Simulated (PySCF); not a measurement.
# Ir2H6: other functionals and bases at one geometry

How far do other levels of theory move the description of Ir2H6, and what does each cost? The species was built from a template and needn't be a known compound.

Computed with PySCF 2.14.0. Level: several levels, as the steps say, no spin–orbit coupling.

3 further runs of the same task are left out: 2 for a known fault of the program, 1 that didn't finish.

**1. The starting structure**

8 atoms, charge 0, spin multiplicity 3.

Bond lengths: Ir1–Ir2 2.444 Å, Ir1–H3 1.544 Å, Ir1–H5 1.597 Å, Ir1–H6 1.597 Å, Ir2–H4 1.544 Å, Ir2–H7 1.597 Å, Ir2–H8 1.597 Å. Angles: Ir2–Ir1–H3 98.7°, Ir2–Ir1–H5 114.7°, Ir2–Ir1–H6 114.7°, H3–Ir1–H5 70.4°, H3–Ir1–H6 70.4°, H5–Ir1–H6 119.9°, Ir1–Ir2–H4 98.7°, Ir1–Ir2–H7 114.7°, Ir1–Ir2–H8 114.7°, H4–Ir2–H7 70.4°, H4–Ir2–H8 70.4°, H7–Ir2–H8 119.9°.

Geometry (Å):

```xyz
8
charge 0, multiplicity 3
Ir    0.0546    0.0000    1.2207
Ir   -0.0546    0.0000   -1.2207
H     1.5899    0.0000    1.3861
H    -1.5899    0.0000   -1.3861
H     0.5236    1.3824    1.8685
H     0.5236   -1.3824    1.8685
H    -0.5236    1.3824   -1.8685
H    -0.5236   -1.3824   -1.8685
```

Formal oxidation states: Ir +3. An earlier session relaxed this geometry at PBE, Ir def2-SVP with ECP60, H def2-SVP (triplet, point group C2h).

At PBE on the finer grid: E = -212.307294 Eh, HOMO -5.12 eV, LUMO -4.54 eV (over both spins), ⟨S²⟩ = 2.004, Mulliken charge on Ir1 -0.00 e, largest force component 0.012 eV/Å. 

Levels to run: BLYP; CAM-B3LYP; HF; TPSSh; PBE, TZVP; PBE, x2c-SVP. Hardware: 2 threads of Arm Neoverse V1, shared host.

**2. BLYP**

run.py (the lines that set the calculation) reads:

```python
mol = gto.M(atom='''
Ir     0.05458     0.00000     1.22072
Ir    -0.05458     0.00000    -1.22072
H      1.58989     0.00000     1.38613
H     -1.58989     0.00000    -1.38613
H      0.52357     1.38244     1.86854
H      0.52357    -1.38244     1.86854
H     -0.52357     1.38244    -1.86854
H     -0.52357    -1.38244    -1.86854''',
    basis={'Ir': 'def2-SVP', 'H': 'def2-SVP'},
    ecp={'Ir': 'def2-SVP'},
    charge=0, spin=2)
mf = dft.UKS(mol, xc='BLYP')
mf.grids.atom_grid = (75, 302)
mf = mf.density_fit()  # fitting sets: Ir def2-universal-JKFIT, H def2-universal-JKFIT
mf.conv_tol = 1e-08; mf.max_cycle = 55
mf.kernel(dm0)  # dm0: the density of the relaxed state
```

Command:

```
$ OMP_NUM_THREADS=2 python run.py
```

The log of the run:

```text
init E= -212.177889155746
  HOMO = -0.179587059023  LUMO = -0.16286058232  gap/eV = 0.45515
cycle= 1 E= -212.178360221634  delta_E= -0.000471  |g|= 0.0302  |ddm|= 0.184
  HOMO = -0.187942822136  LUMO = -0.17021076136  gap/eV = 0.48251
cycle= 2 E= -212.173526133918  delta_E= 0.00483  |g|= 0.106  |ddm|= 0.139
  HOMO = -0.182568853532  LUMO = -0.165180321196  gap/eV = 0.47317
cycle= 3 E= -212.178853095455  delta_E= -0.00533  |g|= 0.00712  |ddm|= 0.0974
  HOMO = -0.182819733414  LUMO = -0.165151325995  gap/eV = 0.48078
cycle= 4 E= -212.17886925467  delta_E= -1.62e-05  |g|= 0.00382  |ddm|= 0.0103
  HOMO = -0.182474606275  LUMO = -0.164985447969  gap/eV = 0.47590
cycle= 5 E= -212.178875687089  delta_E= -6.43e-06  |g|= 0.00156  |ddm|= 0.00488
  HOMO = -0.182465545399  LUMO = -0.164980420823  gap/eV = 0.47579
cycle= 6 E= -212.178876924542  delta_E= -1.24e-06  |g|= 0.000259  |ddm|= 0.00186
  HOMO = -0.182450413884  LUMO = -0.164970128666  gap/eV = 0.47566
cycle= 7 E= -212.178876961641  delta_E= -3.71e-08  |g|= 3.55e-05  |ddm|= 0.00034
  HOMO = -0.182454231217  LUMO = -0.164973334639  gap/eV = 0.47568
cycle= 8 E= -212.178876962302  delta_E= -6.61e-10  |g|= 1.21e-05  |ddm|= 5.55e-05
  HOMO = -0.182455133298  LUMO = -0.164974087104  gap/eV = 0.47568
Extra cycle  E= -212.178876962193  delta_E= 1.09e-10  |g|= 1.96e-05  |ddm|= 3.25e-05
converged SCF energy = -212.178876962193  <S^2> = 2.0033919  2S+1 = 3.0022604
```

Wall time 7.8 s (2 threads of Arm Neoverse V1, shared host).

Result: E = -212.178877 Eh, HOMO -4.96 eV, LUMO -4.49 eV (over both spins), ⟨S²⟩ = 2.003, Mulliken charge on Ir1 +0.03 e, largest force component 0.238 eV/Å. 

**3. CAM-B3LYP**

run.py (the lines that set the calculation): that of step 2 with these lines changed.

```diff
@@ -12,3 +12,3 @@
     charge=0, spin=2)
-mf = dft.UKS(mol, xc='BLYP')
+mf = dft.UKS(mol, xc='CAMB3LYP')
 mf.grids.atom_grid = (75, 302)
```

Command:

```
$ OMP_NUM_THREADS=2 python run.py
```

The log of the run:

```text
init E= -212.053125235472
  HOMO = -0.257521633693  LUMO = -0.106733627524  gap/eV = 4.10315
cycle= 1 E= -212.061234645467  delta_E= -0.00811  |g|= 0.0227  |ddm|= 0.235
  HOMO = -0.259991535349  LUMO = -0.106363247197  gap/eV = 4.18044
cycle= 2 E= -212.06211626448  delta_E= -0.000882  |g|= 0.0154  |ddm|= 0.0663
  HOMO = -0.258900999586  LUMO = -0.104374656676  gap/eV = 4.20488
cycle= 3 E= -212.06227806826  delta_E= -0.000162  |g|= 0.0112  |ddm|= 0.0257
  HOMO = -0.260421412737  LUMO = -0.105194552425  gap/eV = 4.22394
cycle= 4 E= -212.062390377529  delta_E= -0.000112  |g|= 0.00468  |ddm|= 0.0217
  HOMO = -0.260223305821  LUMO = -0.104595418668  gap/eV = 4.23485
cycle= 5 E= -212.062415037085  delta_E= -2.47e-05  |g|= 0.000893  |ddm|= 0.00997
  HOMO = -0.260258681903  LUMO = -0.104540059013  gap/eV = 4.23732
cycle= 6 E= -212.062419014504  delta_E= -3.98e-06  |g|= 0.000361  |ddm|= 0.0055
  HOMO = -0.260264532056  LUMO = -0.104543565846  gap/eV = 4.23738
cycle= 7 E= -212.062419226221  delta_E= -2.12e-07  |g|= 0.000431  |ddm|= 0.00104
  HOMO = -0.26026944109  LUMO = -0.104554495584  gap/eV = 4.23722
cycle= 8 E= -212.062419422883  delta_E= -1.97e-07  |g|= 0.000163  |ddm|= 0.000917
  HOMO = -0.260270301607  LUMO = -0.104567673145  gap/eV = 4.23688
cycle= 9 E= -212.062419466505  delta_E= -4.36e-08  |g|= 5.73e-05  |ddm|= 0.000443
  HOMO = -0.260264974555  LUMO = -0.104578719751  gap/eV = 4.23644
cycle= 10 E= -212.062419482354  delta_E= -1.58e-08  |g|= 1.47e-05  |ddm|= 0.000431
  HOMO = -0.26026182897  LUMO = -0.104579322455  gap/eV = 4.23634
cycle= 11 E= -212.062419483458  delta_E= -1.1e-09  |g|= 3.74e-06  |ddm|= 0.000109
  HOMO = -0.260261723335  LUMO = -0.104579873668  gap/eV = 4.23632
Extra cycle  E= -212.062419483505  delta_E= -4.72e-11  |g|= 3.09e-06  |ddm|= 1.42e-05
converged SCF energy = -212.062419483505  <S^2> = 2.0308228  2S+1 = 3.0204786
```

Run time: 11 s. Hardware: 2 threads of Arm Neoverse V1, shared host.

It gives: E = -212.062419 Eh, HOMO -7.08 eV, LUMO -2.85 eV (over both spins), ⟨S²⟩ = 2.031, Mulliken charge on Ir1 +0.08 e, largest force component 0.394 eV/Å. 

**4. HF**

run.py (the lines that set the calculation): that of step 3 with these lines changed.

```diff
@@ -12,4 +12,3 @@
     charge=0, spin=2)
-mf = dft.UKS(mol, xc='CAMB3LYP')
-mf.grids.atom_grid = (75, 302)
+mf = scf.UHF(mol)
 mf = mf.density_fit()  # fitting sets: Ir def2-universal-JKFIT, H def2-universal-JKFIT
```

Command:

```
$ OMP_NUM_THREADS=2 python run.py
```

The log of the run:

```text
init E= -210.141555514633
  HOMO = -0.27706971908  LUMO = -0.0268272556924  gap/eV = 6.80944
cycle= 1 E= -210.194940787589  delta_E= -0.0534  |g|= 0.083  |ddm|= 0.63
  HOMO = -0.286237425411  LUMO = -0.0257373014342  gap/eV = 7.08857
cycle= 2 E= -210.204623333136  delta_E= -0.00968  |g|= 0.0504  |ddm|= 0.18
  HOMO = -0.27996902112  LUMO = -0.0147707245651  gap/eV = 7.21641
cycle= 3 E= -210.207300458849  delta_E= -0.00268  |g|= 0.0358  |ddm|= 0.0918
  HOMO = -0.285159420471  LUMO = -0.0146561593096  gap/eV = 7.36077
cycle= 4 E= -210.209154945503  delta_E= -0.00185  |g|= 0.0117  |ddm|= 0.0888
  HOMO = -0.285445831101  LUMO = -0.0137282187211  gap/eV = 7.39381
cycle= 5 E= -210.20954119393  delta_E= -0.000386  |g|= 0.00821  |ddm|= 0.0371
  HOMO = -0.285822286212  LUMO = -0.0132956624186  gap/eV = 7.41583
cycle= 6 E= -210.209788751732  delta_E= -0.000248  |g|= 0.0055  |ddm|= 0.0329
  HOMO = -0.285527097943  LUMO = -0.0123164828188  gap/eV = 7.43444
cycle= 7 E= -210.209980152398  delta_E= -0.000191  |g|= 0.00351  |ddm|= 0.0343
  HOMO = -0.285069123307  LUMO = -0.0117295088527  gap/eV = 7.43795
cycle= 8 E= -210.210062561535  delta_E= -8.24e-05  |g|= 0.00212  |ddm|= 0.0243
  HOMO = -0.284702672678  LUMO = -0.011641757086  gap/eV = 7.43037
cycle= 9 E= -210.210095372307  delta_E= -3.28e-05  |g|= 0.00103  |ddm|= 0.0185
  HOMO = -0.284437429298  LUMO = -0.0113131601414  gap/eV = 7.43209
cycle= 10 E= -210.210101086798  delta_E= -5.71e-06  |g|= 0.000725  |ddm|= 0.00712
  HOMO = -0.284352572031  LUMO = -0.0112454142743  gap/eV = 7.43162
cycle= 11 E= -210.210102239989  delta_E= -1.15e-06  |g|= 0.000385  |ddm|= 0.00266
  HOMO = -0.284318304729  LUMO = -0.0112885197407  gap/eV = 7.42952
cycle= 12 E= -210.210102810411  delta_E= -5.7e-07  |g|= 0.000192  |ddm|= 0.00233
  HOMO = -0.284308011258  LUMO = -0.0112892895914  gap/eV = 7.42922
cycle= 13 E= -210.210102983269  delta_E= -1.73e-07  |g|= 0.000121  |ddm|= 0.00112
  HOMO = -0.284317436857  LUMO = -0.0112999322014  gap/eV = 7.42918
cycle= 14 E= -210.2101030696  delta_E= -8.63e-08  |g|= 5.34e-05  |ddm|= 0.000906
  HOMO = -0.28432067397  LUMO = -0.0113022784232  gap/eV = 7.42921
cycle= 15 E= -210.21010308341  delta_E= -1.38e-08  |g|= 3.09e-05  |ddm|= 0.000293
  HOMO = -0.284323846044  LUMO = -0.0113075776272  gap/eV = 7.42915
cycle= 16 E= -210.210103088949  delta_E= -5.54e-09  |g|= 1.46e-05  |ddm|= 0.000226
  HOMO = -0.284324386999  LUMO = -0.0113092348121  gap/eV = 7.42912
Extra cycle  E= -210.21010308942  delta_E= -4.71e-10  |g|= 1.03e-05  |ddm|= 3.69e-05
converged SCF energy = -210.21010308942  <S^2> = 2.1388992  2S+1 = 3.0912129
```

It took 3.1 s on 2 threads of Arm Neoverse V1, shared host.

Read off: E = -210.210103 Eh, HOMO -7.74 eV, LUMO -0.31 eV (over both spins), ⟨S²⟩ = 2.139, Mulliken charge on Ir1 +0.26 e, largest force component 1.775 eV/Å. 

**5. TPSSh**

run.py (the lines that set the calculation): that of step 4 with these lines changed.

```diff
@@ -12,3 +12,4 @@
     charge=0, spin=2)
-mf = scf.UHF(mol)
+mf = dft.UKS(mol, xc='TPSSH')
+mf.grids.atom_grid = (75, 302)
 mf = mf.density_fit()  # fitting sets: Ir def2-universal-JKFIT, H def2-universal-JKFIT
```

Command:

```
$ OMP_NUM_THREADS=2 python run.py
```

The log of the run:

```text
init E= -212.160446165301
  HOMO = -0.202912765082  LUMO = -0.154094532989  gap/eV = 1.32841
cycle= 1 E= -212.161796240438  delta_E= -0.00135  |g|= 0.0566  |ddm|= 0.241
  HOMO = -0.212348659661  LUMO = -0.162975594205  gap/eV = 1.34351
cycle= 2 E= -212.15201419894  delta_E= 0.00978  |g|= 0.156  |ddm|= 0.194
  HOMO = -0.203732270593  LUMO = -0.15366094617  gap/eV = 1.36251
cycle= 3 E= -212.163350783461  delta_E= -0.0113  |g|= 0.00575  |ddm|= 0.142
  HOMO = -0.20420112571  LUMO = -0.153970371311  gap/eV = 1.36685
cycle= 4 E= -212.1633650976  delta_E= -1.43e-05  |g|= 0.00151  |ddm|= 0.0077
  HOMO = -0.204304998311  LUMO = -0.153917396223  gap/eV = 1.37112
cycle= 5 E= -212.163366409383  delta_E= -1.31e-06  |g|= 0.000702  |ddm|= 0.00267
  HOMO = -0.204306249248  LUMO = -0.153884004758  gap/eV = 1.37206
cycle= 6 E= -212.163366169408  delta_E= 2.4e-07  |g|= 0.00103  |ddm|= 0.0016
  HOMO = -0.204309082596  LUMO = -0.153865801743  gap/eV = 1.37263
cycle= 7 E= -212.163366663393  delta_E= -4.94e-07  |g|= 0.000331  |ddm|= 0.00128
  HOMO = -0.204315364  LUMO = -0.153859084192  gap/eV = 1.37299
cycle= 8 E= -212.163366721024  delta_E= -5.76e-08  |g|= 4.03e-05  |ddm|= 0.000398
  HOMO = -0.204316827611  LUMO = -0.153857062358  gap/eV = 1.37308
cycle= 9 E= -212.16336672456  delta_E= -3.54e-09  |g|= 1.56e-05  |ddm|= 0.000151
  HOMO = -0.204318485198  LUMO = -0.153859389075  gap/eV = 1.37306
Extra cycle  E= -212.163366724633  delta_E= -7.3e-11  |g|= 2.6e-05  |ddm|= 5.2e-05
converged SCF energy = -212.163366724633  <S^2> = 2.013908  2S+1 = 3.0092577
```

Wall time 15 s (2 threads of Arm Neoverse V1, shared host).

Read off: E = -212.163367 Eh, HOMO -5.56 eV, LUMO -4.19 eV (over both spins), ⟨S²⟩ = 2.014, Mulliken charge on Ir1 +0.10 e, largest force component 0.144 eV/Å. 

**6. PBE, TZVP**

Basis: Ir def2-TZVP with ECP60, H def2-TZVP. 

run.py (the lines that set the calculation): that of step 5 with these lines changed.

```diff
@@ -9,6 +9,6 @@
 H     -0.52357    -1.38244    -1.86854''',
-    basis={'Ir': 'def2-SVP', 'H': 'def2-SVP'},
-    ecp={'Ir': 'def2-SVP'},
+    basis={'Ir': 'def2-TZVP', 'H': 'def2-TZVP'},
+    ecp={'Ir': 'def2-TZVP'},
     charge=0, spin=2)
-mf = dft.UKS(mol, xc='TPSSH')
+mf = dft.UKS(mol, xc='PBE')
 mf.grids.atom_grid = (75, 302)
@@ -16,2 +16,2 @@
 mf.conv_tol = 1e-08; mf.max_cycle = 55
-mf.kernel(dm0)  # dm0: the density of the relaxed state
+mf.kernel(dm0)  # dm0: free metal ions and neutral atoms
```

Command:

```
$ OMP_NUM_THREADS=2 python run.py
```

The log of the run:

```text
init E= -211.918063225316
  HOMO = -0.202934128672  LUMO = -0.196699527883  gap/eV = 0.16965
cycle= 1 E= -212.016580852239  delta_E= -0.0985  |g|= 0.817  |ddm|= 2.05
  HOMO = -0.0457016341562  LUMO = -0.0387119643704  gap/eV = 0.19020
cycle= 2 E= -209.525620763433  delta_E= 2.49  |g|= 2.46  |ddm|= 3.74
  HOMO = -0.20601366378  LUMO = -0.189983126733  gap/eV = 0.43621
cycle= 3 E= -212.294908786468  delta_E= -2.77  |g|= 0.35  |ddm|= 3.35
  HOMO = -0.173027567793  LUMO = -0.162449376145  gap/eV = 0.28785
cycle= 4 E= -212.328659197045  delta_E= -0.0338  |g|= 0.187  |ddm|= 0.433
  HOMO = -0.187570396515  LUMO = -0.167363424721  gap/eV = 0.54986
cycle= 5 E= -212.344028350452  delta_E= -0.0154  |g|= 0.0359  |ddm|= 0.166
  HOMO = -0.188550698004  LUMO = -0.168499618143  gap/eV = 0.54562
cycle= 6 E= -212.344576468104  delta_E= -0.000548  |g|= 0.0107  |ddm|= 0.0431
  HOMO = -0.190014544449  LUMO = -0.169451526543  gap/eV = 0.55955
cycle= 7 E= -212.344649883195  delta_E= -7.34e-05  |g|= 0.00276  |ddm|= 0.0129
  HOMO = -0.190142173193  LUMO = -0.169338910997  gap/eV = 0.56609
cycle= 8 E= -212.344657900631  delta_E= -8.02e-06  |g|= 0.000636  |ddm|= 0.00555
  HOMO = -0.190148647728  LUMO = -0.1693560263  gap/eV = 0.56580
cycle= 9 E= -212.34465838701  delta_E= -4.86e-07  |g|= 0.000191  |ddm|= 0.00134
  HOMO = -0.190155626486  LUMO = -0.169361125232  gap/eV = 0.56585
cycle= 10 E= -212.344658418853  delta_E= -3.18e-08  |g|= 1.47e-05  |ddm|= 0.000315
  HOMO = -0.190155809258  LUMO = -0.169363989627  gap/eV = 0.56577
cycle= 11 E= -212.344658419076  delta_E= -2.23e-10  |g|= 2.85e-06  |ddm|= 3.4e-05
  HOMO = -0.190156051308  LUMO = -0.16936404919  gap/eV = 0.56578
Extra cycle  E= -212.344658419076  delta_E= 5.68e-14  |g|= 3.7e-06  |ddm|= 8.05e-06
converged SCF energy = -212.344658419076  <S^2> = 2.0053413  2S+1 = 3.0035587
```

Run time: 12 s. Hardware: 2 threads of Arm Neoverse V1, shared host.

Read off: E = -212.344658 Eh, HOMO -5.17 eV, LUMO -4.61 eV (over both spins), ⟨S²⟩ = 2.005, Mulliken charge on Ir1 -0.08 e, largest force component 0.347 eV/Å. 

**7. PBE, x2c-SVP**

Basis: Ir x2c-SVPall, H x2c-SVPall. All electrons are treated, with the spin-free X2C Hamiltonian.

run.py (the lines that set the calculation) reads:

```python
mol = gto.M(atom='''
Ir     0.05458     0.00000     1.22072
Ir    -0.05458     0.00000    -1.22072
H      1.58989     0.00000     1.38613
H     -1.58989     0.00000    -1.38613
H      0.52357     1.38244     1.86854
H      0.52357    -1.38244     1.86854
H     -0.52357     1.38244    -1.86854
H     -0.52357    -1.38244    -1.86854''',
    basis={'Ir': 'x2c-SVPall', 'H': 'x2c-SVPall'},
    nucmod='G',
    charge=0, spin=2)
mf = dft.UKS(mol, xc='PBE')
mf.grids.atom_grid = (99, 590)
mf = mf.density_fit()  # fitting sets: Ir AutoAux, H AutoAux
mf = mf.sfx2c1e()
mf.conv_tol = 1e-08; mf.max_cycle = 55
mf.kernel(dm0)  # dm0: free metal ions and neutral atoms
```

Command:

```
$ OMP_NUM_THREADS=2 python run.py
```

The log of the run:

```text
init E= -35661.2556351326
  HOMO = -0.202395263879  LUMO = -0.196398075359  gap/eV = 0.16319
cycle= 1 E= -35660.7214844097  delta_E= 0.534  |g|= 0.71  |ddm|= 2.46
  HOMO = -0.0634236127573  LUMO = -0.0518149560046  gap/eV = 0.31589
cycle= 2 E= -35658.9270063933  delta_E= 1.79  |g|=  2.1  |ddm|= 3.11
  HOMO = -0.202527994813  LUMO = -0.189663906081  gap/eV = 0.35005
cycle= 3 E= -35660.9430189002  delta_E= -2.02  |g|= 0.339  |ddm|= 2.49
  HOMO = -0.180678555749  LUMO = -0.165839688  gap/eV = 0.40379
cycle= 4 E= -35660.9759587927  delta_E= -0.0329  |g|= 0.132  |ddm|= 0.571
  HOMO = -0.189482459003  LUMO = -0.168562291382  gap/eV = 0.56927
cycle= 5 E= -35660.9835672643  delta_E= -0.00761  |g|= 0.0261  |ddm|= 0.156
  HOMO = -0.190445576022  LUMO = -0.169473359137  gap/eV = 0.57068
cycle= 6 E= -35660.983896259  delta_E= -0.000329  |g|= 0.007  |ddm|= 0.0466
  HOMO = -0.190998830694  LUMO = -0.169987317048  gap/eV = 0.57175
cycle= 7 E= -35660.9839330087  delta_E= -3.67e-05  |g|= 0.00252  |ddm|= 0.0133
  HOMO = -0.190993085947  LUMO = -0.170000797143  gap/eV = 0.57123
cycle= 8 E= -35660.9839391706  delta_E= -6.16e-06  |g|= 0.000557  |ddm|= 0.00668
  HOMO = -0.190989114244  LUMO = -0.170009235727  gap/eV = 0.57089
cycle= 9 E= -35660.9839394986  delta_E= -3.28e-07  |g|= 0.000132  |ddm|= 0.00133
  HOMO = -0.190982048025  LUMO = -0.170009308797  gap/eV = 0.57070
cycle= 10 E= -35660.9839395106  delta_E= -1.2e-08  |g|= 4.56e-05  |ddm|= 0.000273
  HOMO = -0.190982689658  LUMO = -0.170010616761  gap/eV = 0.57068
...
cycle= 2 E= -35660.9776954516  delta_E= 0.00503  |g|= 0.126  |ddm|= 0.154
  HOMO = -0.189887687453  LUMO = -0.0693641858248  gap/eV = 3.27961
cycle= 3 E= -35660.9833966158  delta_E= -0.0057  |g|= 0.0327  |ddm|= 0.0826
  HOMO = -0.191059417583  LUMO = -0.0703892203213  gap/eV = 3.28360
cycle= 4 E= -35660.9838623026  delta_E= -0.000466  |g|= 0.0125  |ddm|= 0.0293
  HOMO = -0.191136082085  LUMO = -0.070347824117  gap/eV = 3.28682
cycle= 5 E= -35660.9839359442  delta_E= -7.36e-05  |g|= 0.00211  |ddm|= 0.0151
  HOMO = -0.191071599889  LUMO = -0.0701776911205  gap/eV = 3.28969
cycle= 6 E= -35660.9839379758  delta_E= -2.03e-06  |g|= 0.00157  |ddm|= 0.00381
  HOMO = -0.190984056043  LUMO = -0.070046832816  gap/eV = 3.29087
cycle= 7 E= -35660.9839392582  delta_E= -1.28e-06  |g|= 0.000525  |ddm|= 0.00193
  HOMO = -0.190979069848  LUMO = -0.070021832669  gap/eV = 3.29141
cycle= 8 E= -35660.9839394564  delta_E= -1.98e-07  |g|= 0.000166  |ddm|= 0.000898
  HOMO = -0.190982547225  LUMO = -0.0700174675197  gap/eV = 3.29163
cycle= 9 E= -35660.9839394958  delta_E= -3.94e-08  |g|= 6.77e-05  |ddm|= 0.000428
  HOMO = -0.190981986269  LUMO = -0.0700122182623  gap/eV = 3.29176
cycle= 10 E= -35660.9839395069  delta_E= -1.12e-08  |g|= 4.29e-05  |ddm|= 0.000255
  HOMO = -0.190982500298  LUMO = -0.0700118880856  gap/eV = 3.29178
cycle= 11 E= -35660.9839395102  delta_E= -3.28e-09  |g|= 2.09e-05  |ddm|= 0.000123
  HOMO = -0.190986007961  LUMO = -0.170015800533  gap/eV = 0.57063
Extra cycle  E= -35660.9839395094  delta_E= 8.44e-10  |g|= 7.2e-05  |ddm|= 0.000146
converged SCF energy = -35660.9839395094  <S^2> = 2.0043459  2S+1 = 3.0028959
```

Wall time 5.2 min (2 threads of Arm Neoverse V1, shared host).

Read off: E = -35660.983940 Eh, HOMO -5.20 eV, LUMO -4.63 eV (over both spins), ⟨S²⟩ = 2.004, Mulliken charge on Ir1 -0.53 e, largest force component 0.770 eV/Å. 

**8. All levels side by side**

| level | state | HOMO (eV) | gap (eV) | charge on Ir1 (e) | dipole (D) | largest force (eV/Å) | basis functions | time |
| --- | --- | --- | --- | --- | --- | --- | --- | --- |
| PBE (relaxed here) | triplet | -5.12 | 0.58 | 0.00 | 0.00 | 0.01 | 94 | 24 s |
| BLYP | triplet | -4.96 | 0.48 | 0.03 | 0.00 | 0.24 | 94 | 7.8 s |
| CAM-B3LYP | triplet | -7.08 | 4.24 | 0.08 | 0.00 | 0.39 | 94 | 11 s |
| HF | triplet | -7.74 | 7.43 | 0.26 | 0.00 | 1.78 | 94 | 3.1 s |
| TPSSh | triplet | -5.56 | 1.37 | 0.10 | 0.00 | 0.14 | 94 | 15 s |
| PBE, TZVP | triplet | -5.17 | 0.57 | -0.08 | 0.00 | 0.35 | 116 | 12 s |
| PBE, x2c-SVP | triplet | -5.20 | 0.57 | -0.53 | 0.00 | 0.77 | 162 | 5.2 min |

Times are on 2 threads of Arm Neoverse V1, shared host; the first row also made further properties.

In one basis the HOMO–LUMO gap runs from 0.48 eV (BLYP) to 7.43 eV (HF). The largest leftover force, 1.78 eV/Å with HF, stands at a geometry relaxed at another level. The Mulliken charge on Ir spans -0.53 to +0.26 e over the levels. Total energies of different levels can't be compared. Spin–orbit coupling is left out throughout.
